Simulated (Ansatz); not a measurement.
# CH9GeNSi: the cost of one run

The runs use Ansatz 0.2.0, Gaussian basis; the settings change from run to run.

## 1. The geometry

An earlier PBE0-D4 in a triple-zeta def2 set relaxation fixed the geometry.

13 atoms, charge 0, spin multiplicity 1.

Atoms are counted from 1 here; the program's logs count them from 0.

Bond lengths: C1–Si2 1.866 Å, C1–H5 1.093 Å, C1–H6 1.092 Å, C1–H7 1.094 Å, Si2–N3 1.722 Å, Si2–H8 1.495 Å, Si2–H9 1.489 Å, N3–Ge4 1.837 Å, N3–H10 1.010 Å, Ge4–H11 1.534 Å, Ge4–H12 1.539 Å, Ge4–H13 1.544 Å. Angles: Si2–C1–H5 110.6°, Si2–C1–H6 111.0°, Si2–C1–H7 110.9°, H5–C1–H6 108.5°, H5–C1–H7 107.6°, H6–C1–H7 108.1°, C1–Si2–N3 111.7°, C1–Si2–H8 107.8°, C1–Si2–H9 111.1°, N3–Si2–H8 112.7°, N3–Si2–H9 105.9°, H8–Si2–H9 107.6°, Si2–N3–Ge4 127.3°, Si2–N3–H10 117.1°, Ge4–N3–H10 113.9°, N3–Ge4–H11 107.1°, N3–Ge4–H12 108.1°, N3–Ge4–H13 112.0° and more.

## 2. RPA/aug-pcseg-2

Set apart from the defaults: coordinates scaled by 1.05.

in.yaml

```yaml
crystal:
  periodic: [false, false, false]
  atoms:
    - {symbol: C, position_ang: [0.584747, 2.152987, -0.893510]}
    - {symbol: Si, position_ang: [-0.422997, 0.474816, -0.803804]}
    - {symbol: N, position_ang: [0.447600, -0.775499, 0.170264]}
    - {symbol: Ge, position_ang: [-0.318472, -2.016163, 1.433450]}
    - {symbol: H, position_ang: [0.015924, 2.932094, -1.516086]}
    - {symbol: H, position_ang: [0.760807, 2.582946, 0.154984]}
    - {symbol: H, position_ang: [1.607354, 1.990912, -1.389883]}
    - {symbol: H, position_ang: [-0.708274, 0.007424, -2.274742]}
    - {symbol: H, position_ang: [-1.802041, 0.683916, -0.097545]}
    - {symbol: H, position_ang: [1.432051, -1.025917, -0.133765]}
    - {symbol: H, position_ang: [-1.584574, -1.284035, 2.108861]}
    - {symbol: H, position_ang: [0.808631, -2.369662, 2.536198]}
    - {symbol: H, position_ang: [-0.799439, -3.390255, 0.721224]}
basis:
  gaussian: {orbitals: aug-pcseg-2}
hamiltonian: {xc: {name: HF}}
correlation: {method: rpa}
```

Started as:

```bash
$ ansatz run in.yaml --threads 4 --pin off --events-out ev --progress --plain --max-ram 10444MiB
```

What time and memory should one allow on 4 threads of Arm Neoverse V2, shared host?

About 18 s, with a peak of 2.3 GiB.
